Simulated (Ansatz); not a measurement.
# Cu, space group Cmcm: a projected density of states

Program: Ansatz's Python interface.

`pdos_cu.py`:
```python
from collections import Counter
import json

import ansatz as az
import numpy as np

system = (
    az.Lattice.from_parameters(4.158874, 4.158874, 2.475496, alpha=90.0, beta=90.0, gamma=145.9272)
    .atom('Cu', [0.133867, 0.866133, 0.25])
    .atom('Cu', [0.866133, 0.133867, 0.75])
)

setup = system.calculation()
setup = setup.functional('r2scan').kpoints(14, 14, 13)
setup = setup.occupations(az.OccupationsMethod.COLD, width=0.15).scf(extra_bands=10)
setup = setup.density_of_states(projected=True, energy_step=0.1)
done = setup.run(events_out='events.ndjson')
r = done.report
with open('events.ndjson') as stream:
    kinds = Counter(json.loads(line)['event'] for line in stream)
print('events:', {kind: kinds[kind] for kind in ('scf_iter', 'scf_done', 'notice', 'finished')})

dos = done.density_of_states()
energy = np.asarray(dos.energies_ev) - dos.fermi_ev
curves = {}
for site in done.projected_density_of_states().sites:
    for shell in site.shells:
        weight = sum(np.sum(curve.g_bin_mean_per_ev, axis=0) for curve in shell.curves)
        name = f'{site.species} {shell.label}'
        curves[name] = curves.get(name, 0) + weight

print('E-EF   ' + ' '.join(f'{name:>8s}' for name in curves))
for e in np.arange(-6, 4 + 0.1, 1.0):
    print(f'{e:5.1f}  ' + ' '.join(f'{np.interp(e, energy, g):8.3f}' for g in curves.values()))
```

```console
$ python pdos_cu.py
DeckWarning: basis.ecutwfc = 500 eV, auto-derived from the records' recommended cutoffs: set by Cu (their level for a meta-GGA)
events: {'scf_iter': 7, 'scf_done': 1, 'notice': 2, 'finished': 1}
E-EF      Cu 3S    Cu 4S    Cu 3P    Cu 3D
 -6.0     0.001    0.343    0.002    0.130
 -5.0     0.000    0.469    0.003    1.211
 -4.0     0.000    0.117    0.004    5.491
 -3.0     0.000    0.137    0.003    6.764
 -2.0     0.000    0.117    0.001    7.743
 -1.0     0.000    0.235    0.001    0.442
  0.0     0.001    0.236    0.000    0.169
  1.0     0.001    0.216    0.000    0.093
  2.0     0.001    0.188    0.000    0.057
  3.0     0.001    0.186    0.000    0.044
  4.0     0.001    0.156    0.000    0.031
```
(Warnings from the package without file and line.)

Caveats:
- This isn't the structure that Cu takes at ambient conditions.
- Curves are summed over the cell's atoms. Only shells that the potentials hold have channels, so projections don't add up to the total, least of all where a shell is missing (p of most metals); heights and places of peaks move with the mesh.
- The density of states is complete only as far up as bands were computed.
- Finished in 37 s on 1 thread of Arm Neoverse V1, with other jobs on the host, peak memory 0.63 GiB.
